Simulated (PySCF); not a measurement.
# C⁺: excitation energy in aug-cc-pVQZ plus 1 even-tempered diffuse shell per l

Aim: the excitation energy of carbon from differences of total energies, at each level of theory, and how far each lands from the tabulated value where there is one.

The numbers are computed with PySCF 2.14.0 (unrestricted determinants in a Gaussian basis, no spin-orbit coupling in the energies), except any that are marked as measured or tabulated.

**1. The system**

* Element: carbon (Z = 6)
* Basis: aug-cc-pVQZ with one added diffuse shell each of s, p, d, f, g type (7s6p5d4f3g, 105 functions)
* Hamiltonian: no relativity, point nucleus
* State 1: C⁺: [He] 2s2 3d1, 2D determinant (an excited configuration)
* Needed too, but not shown: C⁺ [He] 2s2 2p1 (2P)
* Methods: UHF, LDA, PBE, PBE0, r2SCAN, r2SCANh, PW91, CAM-B3LYP, B2PLYP, MP2
* Core shells frozen in the correlated runs: valence: 1s2 (for C⁺)

Outer shells as boxes (Hund's rule):

C+ [He] 2s2 3d1
```
[He] core
2s [↑↓]
3d [↑ ][  ][  ][  ][  ]
```

One driver process ran all states and methods and kept the integrals in memory. Each run is shown as a PySCF script that sums up its settings (the driver passes frozen orbitals as a list and adds second-order terms of double hybrids); the logs are those of the runs themselves. The driver starts from symmetry-adapted Hartree-Fock orbitals, holds the occupation by maximum overlap and uses a logarithmic radial grid for functionals, so a plain start would take other cycles.

The integrals over 105 functions and the set-up took 1.4 s of CPU time.

**2. C⁺ [He] 2s2 3d1: the ladder of methods**

Level: UHF.

Contents of input.py:

```python
from pyscf import gto, scf, dft, mp, cc
import basis_set_exchange as bse
mol = gto.M(atom="C 0 0 0", charge=1, spin=1, symmetry="D2h",
            basis=gto.basis.parse(bse.get_basis("aug-cc-pVQZ", elements=["C"], fmt="nwchem", augment_diffuse=1)))
mf = scf.UHF(mol)
mf.irrep_nelec = {'Ag': (2, 2), 'B1g': (1, 0)}
mf.kernel()
```

Level: LDA.

input.py, as changed from the run before:

```diff
@@ -4,3 +4,3 @@
             basis=gto.basis.parse(bse.get_basis("aug-cc-pVQZ", elements=["C"], fmt="nwchem", augment_diffuse=1)))
-mf = scf.UHF(mol)
+mf = dft.UKS(mol, xc="LDA,VWN")
 mf.irrep_nelec = {'Ag': (2, 2), 'B1g': (1, 0)}
```

Level: PBE.

input.py, as changed from the run before:

```diff
@@ -4,3 +4,3 @@
             basis=gto.basis.parse(bse.get_basis("aug-cc-pVQZ", elements=["C"], fmt="nwchem", augment_diffuse=1)))
-mf = dft.UKS(mol, xc="LDA,VWN")
+mf = dft.UKS(mol, xc="PBE")
 mf.irrep_nelec = {'Ag': (2, 2), 'B1g': (1, 0)}
```

Level: PBE0.

input.py, as changed from the run before:

```diff
@@ -4,3 +4,3 @@
             basis=gto.basis.parse(bse.get_basis("aug-cc-pVQZ", elements=["C"], fmt="nwchem", augment_diffuse=1)))
-mf = dft.UKS(mol, xc="PBE")
+mf = dft.UKS(mol, xc="PBE0")
 mf.irrep_nelec = {'Ag': (2, 2), 'B1g': (1, 0)}
```

Level: r2SCAN.

input.py, as changed from the run before:

```diff
@@ -4,3 +4,3 @@
             basis=gto.basis.parse(bse.get_basis("aug-cc-pVQZ", elements=["C"], fmt="nwchem", augment_diffuse=1)))
-mf = dft.UKS(mol, xc="PBE0")
+mf = dft.UKS(mol, xc="R2SCAN")
 mf.irrep_nelec = {'Ag': (2, 2), 'B1g': (1, 0)}
```

Level: r2SCANh.

input.py, as changed from the run before:

```diff
@@ -4,3 +4,3 @@
             basis=gto.basis.parse(bse.get_basis("aug-cc-pVQZ", elements=["C"], fmt="nwchem", augment_diffuse=1)))
-mf = dft.UKS(mol, xc="R2SCAN")
+mf = dft.UKS(mol, xc="HYB_MGGA_XC_R2SCANH")
 mf.irrep_nelec = {'Ag': (2, 2), 'B1g': (1, 0)}
```

Level: PW91.

input.py, as changed from the run before:

```diff
@@ -4,3 +4,3 @@
             basis=gto.basis.parse(bse.get_basis("aug-cc-pVQZ", elements=["C"], fmt="nwchem", augment_diffuse=1)))
-mf = dft.UKS(mol, xc="HYB_MGGA_XC_R2SCANH")
+mf = dft.UKS(mol, xc="PW91,PW91")
 mf.irrep_nelec = {'Ag': (2, 2), 'B1g': (1, 0)}
```

Level: CAM-B3LYP.

input.py, as changed from the run before:

```diff
@@ -4,3 +4,3 @@
             basis=gto.basis.parse(bse.get_basis("aug-cc-pVQZ", elements=["C"], fmt="nwchem", augment_diffuse=1)))
-mf = dft.UKS(mol, xc="PW91,PW91")
+mf = dft.UKS(mol, xc="CAMB3LYP")
 mf.irrep_nelec = {'Ag': (2, 2), 'B1g': (1, 0)}
```

Level: B2PLYP.

input.py, as changed from the run before:

```diff
@@ -4,3 +4,3 @@
             basis=gto.basis.parse(bse.get_basis("aug-cc-pVQZ", elements=["C"], fmt="nwchem", augment_diffuse=1)))
-mf = dft.UKS(mol, xc="CAMB3LYP")
+mf = dft.UKS(mol, xc="0.53*HF + 0.47*B88, 0.73*LYP")
 mf.irrep_nelec = {'Ag': (2, 2), 'B1g': (1, 0)}
```

**3. C⁺ [He] 2s2 3d1, continued**

Level: MP2 (valence).

Contents of input.py:

```python
from pyscf import gto, scf, dft, mp, cc
import basis_set_exchange as bse
mol = gto.M(atom="C 0 0 0", charge=1, spin=1, symmetry="D2h",
            basis=gto.basis.parse(bse.get_basis("aug-cc-pVQZ", elements=["C"], fmt="nwchem", augment_diffuse=1)))
mf = scf.UHF(mol)
mf.irrep_nelec = {'Ag': (2, 2), 'B1g': (1, 0)}
mf.kernel()
mp.UMP2(mf, frozen=1).kernel()
```

**Question.** What will these runs give?

As calculated:

| quantity | value |
| --- | --- |
| excitation energy, C⁺ → [He] 2s2 3d1 | UHF 17.961, MP2 (valence) 17.971 eV; reference 18.041 |

Accuracy by level (over 1 difference):

```csv
method,mean absolute miss against the measured value (with the measured fine structure taken into account where it is known) (eV)
UHF,0.080
LDA,0.244
PBE,0.334
PBE0,0.156
r2SCAN,0.163
r2SCANh,0.188
PW91,0.246
CAM-B3LYP,0.155
B2PLYP,0.412
MP2 (valence),0.070
SCS-MP2 (valence),0.093
```

MP2 (valence) lands nearest to the measured value (off by 0.07 eV), level with UHF; B2PLYP misses by most (0.41 eV). In a finite basis a lower level can come nearest by cancelling errors. PBE is off by -0.33 eV. All values hold for this basis alone; no basis-set limit was taken.
